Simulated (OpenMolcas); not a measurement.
**Ti²⁺ among point charges: CASSCF levels and susceptibility**

Aim: the splitting of the states of Ti²⁺ in the field of 5 point charges, its lowest levels with spin-orbit coupling and its magnetic susceptibility.

The numbers are computed with OpenMolcas 26.06 (state-averaged CASSCF, spin-orbit coupling by RASSI with atomic mean-field integrals), except any that are marked as measured or tabulated.

1 further run of the same task is left out (it didn't finish).

**1. The system**

| Item | Value |
| --- | --- |
| Species | Ti²⁺ (titanium, Z = 22, 20 electrons) |
| Basis | ANO-RCC-VDZP [5s4p2d1f], 34 functions |
| Scalar Hamiltonian | DKH2, point nucleus |
| Inactive shells | 1s 2s 2p 3s 3p |
| Active space | 2 electrons in 5 orbitals (3d) |
| Some configurations of this space | 3d² |
| Orbitals | optimised for each spin and parity, averaged over all roots |

Outer shells as boxes (Hund's rule):

3d2
```
3d [↑ ][↑ ][  ][  ][  ]
```

The ion sits among 5 point charges of -1 e arranged as a trigonal bipyramid (D3h), 1.7 Å from the ion, with the axial distance 1.513 Å. The active orbitals were held to one l.

The work runs as a chain of OpenMolcas steps in one folder; each step below is one input file. Labels, J, g values, rates, χT and fits are worked out afterwards by a script from the matrices that RASSI stores.

**2. GATEWAY and SEWARD: basis and integrals**

The input, a.inp:

```
&GATEWAY
Coord
1

Ti 0.0 0.0 0.0
Basis=ANO-RCC-VDZP
Group=NoSym
NoMove
AngMom=0.0 0.0 0.0
AMFI
XField
5 Angstrom 0
1.700000 0.000000 0.000000 -1.000000
-0.850000 1.472243 0.000000 -1.000000
-0.850000 -1.472243 0.000000 -1.000000
0.000000 0.000000 1.513000 -1.000000
0.000000 0.000000 -1.513000 -1.000000
&SEWARD
```

On the command line:

```console
$ OMP_NUM_THREADS=1 MOLCAS_MEM=1689 MOLCAS_PROJECT=a pymolcas a.inp > a.log
```

**3. Reference wave functions, triplets, 10 roots**

The input, a.inp:

```
&RASSCF
FileOrb=start.orb
Symmetry=1
Spin=3
nActEl=2 0 0
Inactive=9
Ras2=5
CIRoot=10 10 1
SDav=10
CIMx=300
Iter=120 100
PrWF=0.3
OrbListing=Nothing
MaxOrb=0
SupSym
1
10 10 11 12 13 14 23 24 25 26 27
>>> COPY $Project.JobIph JOB001
```

start.orb holds the contracted functions of the basis, ordered by shell, or the orbitals of the step before.

**4. Reference wave functions, singlets, 15 roots**

The input, a.inp:

```
&RASSCF
FileOrb=start.orb
Symmetry=1
Spin=1
nActEl=2 0 0
Inactive=9
Ras2=5
CIRoot=15 15 1
SDav=15
CIMx=300
Iter=120 100
PrWF=0.3
OrbListing=Nothing
MaxOrb=0
SupSym
1
10 10 11 12 13 14 23 24 25 26 27
>>> COPY $Project.JobIph JOB002
```

**5. RASSI: spin-orbit coupling between the states**

The input, a.inp:

```
&RASSI
NrOfJobIphs=2 10 15
1 2 3 4 5 6 7 8 9 10
1 2 3 4 5 6 7 8 9 10 11 12 13 14 15
IphNames
JOB001
JOB002
EJob
SpinOrbit
DIPRint=1.0
SOCoupling=1000.0
Subsets=2
Property=9
'ANGMOM' 1 'ANGMOM' 2 'ANGMOM' 3 'MLTPL  1' 1 'MLTPL  1' 2 'MLTPL  1' 3
'AMFI' 1 'AMFI' 2 'AMFI' 3
SOProperty=3
'ANGMOM' 1 'ANGMOM' 2 'ANGMOM' 3
```

What does the calculation give? Wanted: spin-free ground state; first state of the same spin within the active space; lowest level; next level.

The runs gave:

| quantity | value |
| --- | --- |
| method | CASSCF |
| spin-free ground state | triplet, 2-fold in its orbital part |
| first state of the same spin within the active space | 3A2 at 183 cm⁻¹ |
| lowest level | 2-fold E, g = 0.00, 0.00, 2.00 |
| next level | 167.1 cm⁻¹ |
| χT at 300 K | 1.33 cm³ K/mol |
| effective moment at 300 K | 3.26 μB |

What this shows: The spin-free ground state (triplet) comes to 100 % from free-ion F terms and keeps the highest spin of the shell. χT at 300 K is 1.33, against 1.00 cm³ K/mol for the spin alone, so orbital moment adds to it. The field of point charges can differ much from that of real complexes. Point charges carry no covalency, so the field is a model and not that of real ligands.
